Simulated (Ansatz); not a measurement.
This script makes the interaction energy of a dimer with the counterpoise correction of BrClSi, SMILES Cl[Si]Br with the Python package of Ansatz (0.2.0).

Script `brclsi_dimer.py`:
```python
'''Binding of a BrClSi dimer at a trial geometry.'''

import ansatz as az

BASIS_SET = 'def2-SVP'
FUNCTIONAL = 'PBE0'
VDW = 'd4'

FIRST = [
    ('Cl', (0.7054, 1.5016, 0.5406)),
    ('Si', (-0.7067, 0.2876, -0.3525)),
    ('Br', (0.0012, -1.7892, -0.1882)),
]
SECOND = [
    ('Cl', (0.7876, -2.6813, 4.5773)),
    ('Si', (0.777, -1.1157, 3.2304)),
    ('Br', (0.7589, 0.7566, 4.386)),
]

def energy(atoms, ghosts=()):
    molecule = az.Crystal.molecule()
    for symbol, xyz in atoms:
        molecule = molecule.atom(symbol, xyz)
    calc = (
        molecule.calculation()
        .basis(gaussian=BASIS_SET)
        .functional(FUNCTIONAL, dispersion=VDW)
    )
    deck = calc.input()
    if ghosts:
        deck = deck.set(az.key.basis.gaussian.ghost_atoms, [{'symbol': s, 'position_ang': list(xyz)} for s, xyz in ghosts])
    return az.Session.from_dict(deck).plan().execute().report['free_energy_ev']


def main() -> None:
    # monomers in their own basis and in the basis of the dimer
    both = energy(FIRST + SECOND)
    alone = energy(FIRST) + energy(SECOND)
    ghosted = energy(FIRST, SECOND) + energy(SECOND, FIRST)
    print(f'dimer {both:.6f} eV')
    print(f'interaction, uncorrected   {23.060548 * (both - alone):8.3f} kcal/mol')
    print(f'interaction, counterpoise  {23.060548 * (both - ghosted):8.3f} kcal/mol')
    print(f'basis-set superposition    {23.060548 * (alone - ghosted):8.3f} kcal/mol')


if __name__ == '__main__':
    main()
```

How large is the interaction at this pose, and how much of it is basis-set superposition?

Uncorrected it is -1.334 kcal/mol, with the counterpoise correction 0.170 kcal/mol; the difference, 1.50 kcal/mol, is the superposition error. The sign changes with the correction, so this basis doesn't settle it.

What the script printed:

Running `python brclsi_dimer.py` prints:
```text
dimer -180835.623948 eV
interaction, uncorrected     -1.334 kcal/mol
interaction, counterpoise     0.170 kcal/mol
basis-set superposition       1.505 kcal/mol
```

Total energies depend on the basis set; only differences at equal settings carry meaning. The dimer is a generated trial pose of unrelaxed monomers, not a minimum, so the figure is no binding energy, and the basis set is small. It ran for 22 s on 1 thread of Intel(R) Xeon(R) Platinum 8259CL CPU @ 2.50GHz (Skylake/Cascade Lake), on a shared host, peak memory 0.47 GiB.

(Lines on the test bed's own set-up are left out of the output.)
